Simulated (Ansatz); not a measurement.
Here is an Ansatz 0.2.0 calculation.

The input input.yaml:

```yaml
crystal:
  lattice:
    - [2.8479936316, 0.0, 0.0]
    - [-1.0646527624, 2.6415113517, 0.0]
    - [0.0, 0.0, 23.5014430068]
  atoms:
    - { symbol: Mo, position: [0.0, 0.0, 0.3191293402] }
    - { symbol: Ti, position: [0.5, 0.5, 0.4095646701] }
    - { symbol: Mo, position: [0.0, 0.0, 0.5] }
    - { symbol: Ti, position: [0.5, 0.5, 0.5904353299] }
    - { symbol: Mo, position: [0.0, 0.0, 0.6808706598] }
kpoints:
  mp_grid: { grid: [10, 10, 1] }
scf:
  occupations: { method: fermi_dirac, width: 0.05 }
hamiltonian:
  xc: pbesol
  pseudopotentials: { kind: all_electron, lapw: { basis_error: 0.002 } }
output:
  forces: true
  stress: true
  eigenvalues: true
```

Potentials or basis: all-electron LAPW, scalar-relativistic.

Run with:

```console
$ ansatz run input.yaml --threads 8 --pin off --max-ram 28672MiB --backend cpu --events-out ev --progress --plain --runs-dir out
```

Q: Estimate the work function.

A: 4.87 eV.

Q: What does it give for the band gap on the k mesh?

A: None (metal or under the smearing width).

Q: What does it give for the largest force?

A: 0.481 eV/Å.

Stress tensor (GPa, compression positive):
```
-9.25  1.05  0.00
 1.05 -8.40  0.00
 0.00  0.00 -2.79
```
